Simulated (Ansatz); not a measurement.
Write the native input for Ansatz 0.2.0 that does the following.

| Item | Value |
| --- | --- |
| Task | band structure |
| Functional | LDA |
| Potentials or basis | Ansatz PAW |
| Cutoff | 420 eV (not typed: the program's choice for these potentials) |
| k mesh | 8 × 8 × 5 |
| Occupations | fermi-dirac, width 0.05 eV |
| Spin | no spin polarisation |
| Path | [["G", "M", "K", "G", "A", "L", "H", "A"], ["L", "M"], ["K", "H"]] |
| Points for each segment of the path | 14 |

Cd2S:

```xyz
3
Lattice="3.9627 0.0000 0.0000 -1.9813 3.4318 0.0000 0.0000 0.0000 5.8092" Properties=species:S:1:pos:R:3 pbc="T T T"
Cd    0.0000    2.2878    5.4183
Cd    1.9813    1.1439    3.3620
S     0.0000    2.2878    2.1245
```

The cell comes from a database or a generator and needn't be the stable form of this composition.

One way to write it, as run:

input.yaml

```yaml
crystal:
  lattice:
    - [3.962670049, 0.0, 0.0]
    - [-1.9813350245, 3.4317729293, 0.0]
    - [0.0, 0.0, 5.809192]
  atoms:
    - { symbol: Cd, position: [0.3333333333, 0.6666666667, 0.932717] }
    - { symbol: Cd, position: [0.6666666667, 0.3333333333, 0.578735] }
    - { symbol: S, position: [0.3333333333, 0.6666666667, 0.365705] }
hamiltonian:
  xc: lda
  pseudopotentials: { kind: paw }
kpoints:
  mp_grid: { grid: [8, 8, 5] }
  band_path:
    path:
      - [[0.0, 0.0, 0.0], [0.5, 0.0, 0.0], [0.3333333333, 0.3333333333, 0.0], [0.0, 0.0, 0.0], [0.0, 0.0, 0.5], [0.5, 0.0, 0.5], [0.3333333333, 0.3333333333, 0.5], [0.0, 0.0, 0.5]]
      - [[0.5, 0.0, 0.5], [0.5, 0.0, 0.0]]
      - [[0.3333333333, 0.3333333333, 0.0], [0.3333333333, 0.3333333333, 0.5]]
    npoints: 14
scf:
  occupations: { method: fermi_dirac, width: 0.05 }
  n_extra_bands: 7
output:
  forces: true
  stress: true
  eigenvalues: true
  fatbands: true
  write_density: true
  write_potential: true
  elf: true
  volumetric_format: npy
```

Potentials or basis: Ansatz PAW.

Command:

```sh
$ ansatz run input.yaml --threads 2 --pin off --max-ram 5632MiB --backend cpu --events-out ev --progress --plain --runs-dir out
```

It gave:

The pressure is -4.9 GPa and the largest force is 0.169 eV/Å. The band gap along the path is none (metal or under the smearing width).

Caveat: the PAW data sets come from PBE, with cores solved anew for the run's functional, which leaves a small shift of forces and pressure.

Wall time 6 s on 2 threads of Intel(R) Xeon(R) 6975P-C (Granite Rapids) (shared host), peak memory 0.5 GiB.
